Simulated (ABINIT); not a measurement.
# HfBiO (P-6m2) in ABINIT: reference runs

Reference runs on HfBiO: the cell as given and a disturbed copy.

Everything below comes from runs of ABINIT 10.8.3 (patched build). Logs are shortened: lines on timing, memory, paths and dates and some standing lists are left out, and cuts for length are marked. The log counts tension as positive stress, the text compression.

## Step 1: The structure

The structure is hexagonal, space group P-6m2 (No. 187). Conventional cell: a = 4.570 Å, b = 4.570 Å, c = 3.146 Å, α = 90.00°, β = 90.00°, γ = 120.00°. Around Hf (site symmetry -6m2) lie 6 O at 3.07 Å and 6 Bi at 3.07 Å and 2 Hf at 3.15 Å. Bi (site symmetry -6m2) has 3 O at 2.64 Å as nearest neighbours. O (site symmetry -6m2) has 3 Bi at 2.64 Å as nearest neighbours.

The cell was built by a generator and needn't be a form met in nature.

## Step 2: Single point, PBE

The input, run.abi:

```
# Pseudopotentials
pp_dirpath "./"
pseudos "Hf.GGA_PBE-JTH.xml, Bi.GGA_PBE-JTH.xml, O.GGA_PBE-JTH.xml"

# Structure
structure "poscar:POSCAR"
natom 3

# Plane-wave basis
ecut 23.0
pawecutdg 45.0
pawxcdev 0

# k points
kptopt 1
ngkpt 7 7 8
nshiftk 1
shiftk 0.0 0.0 0.0

# Exchange and correlation
ixc 11

# Bands and occupations
nband 21
occopt 3
tsmear 0.00183747

# SCF cycle
nstep 100
tolvrs 1.0e-9

# Output
iomode 3
prtwf 0
prtden 0
prteig 0
prtebands 0
enunit 2
```

The input, POSCAR:

```
HfBiO
1.0
    4.5699500000      0.0000000000      0.0000000000
   -2.2849700000      3.9576900000      0.0000000000
    0.0000000000      0.0000000000      3.1459200000
Hf Bi O
1 1 1
Direct
    0.6666700000      0.3333300000      0.5000000000  Hf
    0.3333300000      0.6666700000      0.0000000000  Bi
    0.0000000000      0.0000000000      0.0000000000  O
```

Potentials or basis: JTH PAW PBE v2.0.

The run is started by

```
> abinit run.abi > log 2>&1
```

run.abo:

```text
.Version 10.8.3 of ABINIT
 Symmetries : space group Am m 2 (# 38); Bravais oC (1-face-center ortho.)
================================================================================
 Values of the parameters that define the memory need of the present run
     intxc =       0    ionmov =       0      iscf =      17    lmnmax =      18
     lnmax =       6     mgfft =      40  mpssoang =       3    mqgrid =    3001
     natom =       3  nloc_mem =       2    nspden =       1   nspinor =       1
    nsppol =       1      nsym =       4    n1xccc =       1    ntypat =       3
    occopt =       3   xclevel =       2
       mpw =        2047          nfft =       43200          nkpt =          80
 PAW method is used; the additional fine FFT grid is defined by:
   mgfftf=        54    nfftf =    104976
================================================================================
================================================================================

--------------------------------------------------------------------------------
------------- Echo of variables that govern the present computation ------------
--------------------------------------------------------------------------------
 -outvars: echo values of preprocessed input variables --------
            acell      8.6359492607E+00  8.6359492607E+00  5.9449272140E+00 Bohr
              amu      1.78490000E+02  2.08980370E+02  1.59994000E+01
             ecut      2.30000000E+01 Hartree
           enunit           2
                       outvar_i_n : Printing only first  50 k-points.
              ixc          11
                       outvar_i_n : Printing only first  50 k-points.
         kptrlatt        7    0    0      0    7    0      0    0    8
          kptrlen      4.75594177E+01
            natom           3
            nband          21
            ngfft          40      40      27
          ngfftdg          54      54      36
             nkpt          80
            nstep         100
             nsym           4
           ntypat           3
                       prtocc : prtvol=0, do not print more k-points.
           occopt           3
        pawecutdg      4.50000000E+01 Hartree
         pawxcdev           0
           prtden           0
        prtebands           0
           prteig           0
            prtwf           0
            rprim      1.0000000000E+00 -9.3230332672E-07  0.0000000000E+00
                      -4.9999863676E-01  8.6602619085E-01  0.0000000000E+00
                       0.0000000000E+00  0.0000000000E+00  1.0000000000E+00
          spgroup          38
           tolvrs      1.00000000E-09
           tsmear      1.83747000E-03 Hartree
            typat      1  2  3
           useylm           1
                       outvars : Printing only first  50 k-points.
           xangst      2.2849986964E+00  1.3192153875E+00  1.5729600000E+00
                      -1.8696433922E-05  2.6384746125E+00  0.0000000000E+00
                       0.0000000000E+00  0.0000000000E+00  0.0000000000E+00
            xcart      4.3180217343E+00  2.4929557834E+00  2.9724636070E+00
                      -3.5331139643E-05  4.9859944078E+00  0.0000000000E+00
                       0.0000000000E+00  0.0000000000E+00  0.0000000000E+00
             xred      6.6667000000E-01  3.3333000000E-01  5.0000000000E-01
                       3.3333000000E-01  6.6667000000E-01  0.0000000000E+00
                       0.0000000000E+00  0.0000000000E+00  0.0000000000E+00
            znucl       72.00000   83.00000    8.00000

================================================================================

 chkinp: Checking input parameters for consistency.

================================================================================
== DATASET  1 ==================================================================

--- !DatasetInfo
iteration_state: {dtset: 1, }
dimensions: {natom: 3, nkpt: 80, mband: 21, nsppol: 1, nspinor: 1, nspden: 1, mpw: 2047, }
cutoff_energies: {ecut:  23.0, pawecutdg:  45.0, }
electrons: {nelect:   3.30000000E+01, charge:   0.00000000E+00, occopt:   3.00000000E+00, tsmear:   1.83747000E-03, }
meta: {optdriver: 0, ionmov: 0, optcell: 0, iscf: 17, paral_kgb: 0, }
...

 Exchange-correlation functional for the present dataset will be:
  GGA: Perdew-Burke-Ernzerhof functional - ixc=11
  J.P.Perdew, K.Burke, M.Ernzerhof, PRL 77, 3865 (1996)

 Real(R)+Recip(G) space primitive vectors, cartesian coordinates (Bohr,Bohr^-1):
 R(1)=  8.6359493 -0.0000081  0.0000000  G(1)=  0.1157951  0.0668541  0.0000000
 R(2)= -4.3179629  7.4789582  0.0000000  G(2)=  0.0000001  0.1337085  0.0000000
 R(3)=  0.0000000  0.0000000  5.9449272  G(3)=  0.0000000  0.0000000  0.1682106
 Unit cell volume ucvol=  3.8397018E+02 bohr^3
[... 96 lines left out ...]
xred      :
- [  6.6667E-01,   3.3333E-01,   5.0000E-01, Hf]
- [  3.3333E-01,   6.6667E-01,   0.0000E+00, Bi]
- [  0.0000E+00,   0.0000E+00,   0.0000E+00,  O]
cartesian_forces: # hartree/bohr
- [ -2.80607975E-06,   1.62009559E-06,  -0.00000000E+00, ]
- [  3.38938827E-06,  -1.95686989E-06,  -0.00000000E+00, ]
- [ -5.83308515E-07,   3.36774303E-07,  -0.00000000E+00, ]
force_length_stats: {min:   6.73547144E-07, max:   3.91373129E-06, mean:   2.60915419E-06, }
...

 Integrated electronic density in atomic spheres:
 ------------------------------------------------
 Atom  Sphere_radius  Integrated_density
    1        2.41119          9.36366362
    2        2.41231         12.28403569
    3        1.41465          4.39435677

================================================================================

 ----iterations are completed or convergence reached----

 Mean square residual over all n,k,spin=   12.762E-07; max=  85.714E-05
 reduced coordinates (array xred) for    3 atoms
       0.666670000000      0.333330000000      0.500000000000
       0.333330000000      0.666670000000      0.000000000000
       0.000000000000      0.000000000000      0.000000000000
 rms dE/dt=  1.8070E-05; max dE/dt=  2.9329E-05; dE/dt below (all hartree)
    1       0.000024174788     -0.000024174788      0.000000000000
    2      -0.000029328988      0.000029328988      0.000000000000
    3       0.000004979038     -0.000004979038      0.000000000000

 cartesian coordinates (angstrom) at end:
    1      2.28499869643392     1.31921538747916     1.57296000000000
    2     -0.00001869643392     2.63847461252084     0.00000000000000
    3      0.00000000000000     0.00000000000000     0.00000000000000

 cartesian forces (hartree/bohr) at end:
    1     -0.00000280607975     0.00000162009559    -0.00000000000000
    2      0.00000338938827    -0.00000195686989    -0.00000000000000
    3     -0.00000058330852     0.00000033677430    -0.00000000000000
 frms,max,avg= 1.7084675E-06 3.3893883E-06   6.761E-09 -3.903E-09  0.000E+00 h/b

 cartesian forces (eV/Angstrom) at end:
    1     -0.00014429442238     0.00008330866472    -0.00000000000000
    2      0.00017428935224    -0.00010062629566    -0.00000000000000
    3     -0.00002999492986     0.00001731763095    -0.00000000000000
 frms,max,avg= 8.7852933E-05 1.7428935E-04   3.477E-07 -2.007E-07  0.000E+00 e/A
 length scales=  8.635949260655  8.635949260655  5.944927214016 bohr
              =  4.569947540153  4.569947540153  3.145920000000 angstroms
 Fermi (or HOMO) energy (hartree) =   0.15966   Average Vxc (hartree)=  -0.39565
 Eigenvalues (hartree) for nkpt=  80  k points:
 kpt#   1, nband= 21, wtk=  0.00255, kpt=  0.0000  0.0000  0.0000 (reduced coord)
  -2.15358   -1.00252   -1.00252   -0.98457   -0.67966   -0.66844   -0.66844   -0.66770
  -0.66770   -0.47990   -0.26940   -0.00336   -0.00336    0.09424    0.10434    0.12624
   0.12624    0.25293    0.26969    0.26969    0.30317
      occupation numbers for kpt#   1
   2.00000    2.00000    2.00000    2.00000    2.00000    2.00000    2.00000    2.00000
   2.00000    2.00000    2.00000    2.00000    2.00000    2.00000    2.00000    2.00000
   2.00000    0.00000    0.00000    0.00000    0.00000
 prteigrs : prtvol=0 or 1, do not print more k-points.

 Fermi (or HOMO) energy (eV) =   4.34460   Average Vxc (eV)= -10.76619
 Eigenvalues (   eV  ) for nkpt=  80  k points:
 kpt#   1, nband= 21, wtk=  0.00255, kpt=  0.0000  0.0000  0.0000 (reduced coord)
 -58.60180  -27.28000  -27.27999  -26.79148  -18.49455  -18.18915  -18.18915  -18.16911
 -18.16911  -13.05861   -7.33080   -0.09153   -0.09142    2.56452    2.83935    3.43510
   3.43517    6.88257    7.33861    7.33875    8.24972
 prteigrs : prtvol=0 or 1, do not print more k-points.

--- !EnergyTerms
iteration_state     : {dtset: 1, }
comment             : Components of total free energy in Hartree
kinetic             :  1.75318662601160E+01
hartree             :  2.58973146605664E+01
xc                  : -1.45231084769401E+01
Ewald energy        : -1.09820737564213E+02
psp_core            :  1.07760993220101E+01
local_psp           : -6.92529468784223E+01
PAW spherical_terms :  1.13225444887436E+00
internal            : -1.38259258228009E+02
'-kT*entropy'       : -6.98427112100480E-04
total_energy        : -1.38259956655121E+02
total_energy_eV     : -3.76224508289509E+03
...

--- !EnergyTermsDC
iteration_state     : {dtset: 1, }
comment             : '"Double-counting" decomposition of free energy'
band_energy         : -1.77170912699239E+01
Ewald energy        : -1.09820737564213E+02
psp_core            :  1.07760993220101E+01
xc_dc               : -2.98026082754150E+01
PAW spherical_terms :  8.30507538347951E+00
internal            : -1.38259262404063E+02
'-kT*entropy'       : -6.98427112100480E-04
total_energy_dc     : -1.38259960831175E+02
total_energy_dc_eV  : -3.76224519653130E+03
...

--- !EnergyTermsWithPAWCore
iteration_state     : {dtset: 1, }
comment             : 'Components of total free energy, including PAW core contributions'
Total energy        : -3.66845806570589E+04
Total energy DC     : -3.66845806612350E+04
Total energy (eV)   : -9.98238293531073E+05
Total energy DC (eV): -9.98238293644709E+05
...

 Cartesian components of stress tensor (hartree/bohr^3)
  sigma(1 1)=  1.65800133E-05  sigma(3 2)=  0.00000000E+00
  sigma(2 2)=  1.65381370E-05  sigma(3 1)=  0.00000000E+00
  sigma(3 3)=  2.17392370E-05  sigma(2 1)= -3.62662113E-08

-Cartesian components of stress tensor (GPa)         [Pressure= -5.3799E-01 GPa]
- sigma(1 1)=  4.87800833E-01  sigma(3 2)=  0.00000000E+00
- sigma(2 2)=  4.86568788E-01  sigma(3 1)=  0.00000000E+00
- sigma(3 3)=  6.39590433E-01  sigma(2 1)= -1.06698877E-03

== END DATASET(S) ==============================================================
================================================================================

 -outvars: echo values of variables after computation  --------
            acell      8.6359492607E+00  8.6359492607E+00  5.9449272140E+00 Bohr
           etotal     -1.3825996083E+02
            fcart     -2.8060797507E-06  1.6200955883E-06 -0.0000000000E+00
                       3.3893882661E-06 -1.9568698914E-06 -0.0000000000E+00
                      -5.8330851543E-07  3.3677430309E-07 -0.0000000000E+00
            rprim      1.0000000000E+00 -9.3230332672E-07  0.0000000000E+00
                      -4.9999863676E-01  8.6602619085E-01  0.0000000000E+00
                       0.0000000000E+00  0.0000000000E+00  1.0000000000E+00
           strten      1.6580013332E-05  1.6538136961E-05  2.1739236964E-05
                       0.0000000000E+00  0.0000000000E+00 -3.6266211251E-08
           xangst      2.2849986964E+00  1.3192153875E+00  1.5729600000E+00
                      -1.8696433922E-05  2.6384746125E+00  0.0000000000E+00
                       0.0000000000E+00  0.0000000000E+00  0.0000000000E+00
             xred      6.6667000000E-01  3.3333000000E-01  5.0000000000E-01
                       3.3333000000E-01  6.6667000000E-01  0.0000000000E+00
                       0.0000000000E+00  0.0000000000E+00  0.0000000000E+00
 Calculation completed.
```

It took 4.1 min on 1 thread of Intel Xeon Platinum 8259CL at 2.50GHz (Skylake/Cascade Lake), shared host; peak memory 0.22 GiB.

Results:

```yaml
Free_energy: -3762.2452 eV
Pressure: -0.5 GPa
Band_gap_on_the_k_mesh: none (metal or under the smearing width)
Valence_electrons_inside_the_program's_atomic_spheres: Hf 9.36; Bi 12.28; O 4.39
```

Caveat: spin-orbit coupling is left out, which moves the levels of the heavy elements; an odd number of electrons without spin polarisation forces a metal; a magnetic or distorted state may lie lower.

## Step 3: Single point, PBE (atoms moved at random, drawn with an rms of 0.05 Å)

Changes to run.abi since step 2:

```diff
@@ -5,4 +5,18 @@
 # Structure
-structure "poscar:POSCAR"
+acell 3*1.0 Angstrom
+rprim
+     4.5699500000     0.0000000000     0.0000000000
+    -2.2849700000     3.9576900000     0.0000000000
+     0.0000000000     0.0000000000     3.1459200000
+ntypat 3
+znucl 72 83 8
 natom 3
+typat 1 2 3
+xcart
+     4.3433482144     2.4919188915     2.9424773921
+     0.0488209825     4.9495318385    -0.0157718919
+    -0.1122890513    -0.0480372970    -0.0518040957
+chkprim 0
+chksymtnons 0
+tolsym 1.0e-6
 
@@ -25,3 +39,3 @@
 occopt 3
-tsmear 0.00183747
+tsmear 0.05 eV
 
@@ -37,2 +51,2 @@
 prtebands 0
-enunit 2
+enunit 1
```

Potentials or basis: JTH PAW PBE v2.0.

The run is started by

```
> abinit run.abi > log 2>&1
```

Run time: 10 min. Hardware: 1 thread of Intel Xeon Platinum 8259CL at 2.50GHz (Skylake/Cascade Lake), shared host; peak memory 0.36 GiB.

The run converged. Its results:

- Free energy: -3762.2506 eV
- Pressure: -0.4 GPa
- Largest force: 0.180 eV/Å
- Band gap on the k mesh: none (metal or under the smearing width)
- Valence electrons inside the program's atomic spheres: Hf 9.37; Bi 12.28; O 4.38

Forces on the atoms (eV/Å):
```
Hf   0.165 -0.048  0.055
Bi  -0.019  0.065 -0.039
O   -0.146 -0.017 -0.015
```

Stress tensor (GPa, compression positive):
```
 0.45  1.69  0.00
 1.69 -1.13 -0.01
 0.00 -0.01 -0.60
```

Levels at points of the mesh, in eV from the Fermi level:
```tsv
k point	band 15	band 16	band 17	band 18	band 19	band 20
(0.00, 0.00, 0.00)	-1.52	-1.17	-0.66	2.53	2.98	3.00
(0.00, 0.00, 0.50)	-1.81	-1.62	-1.51	0.72	0.73	5.22
```

Caveat: spin-orbit coupling is left out, which moves the levels of the heavy elements; an odd number of electrons without spin polarisation forces a metal; a magnetic or distorted state may lie lower.
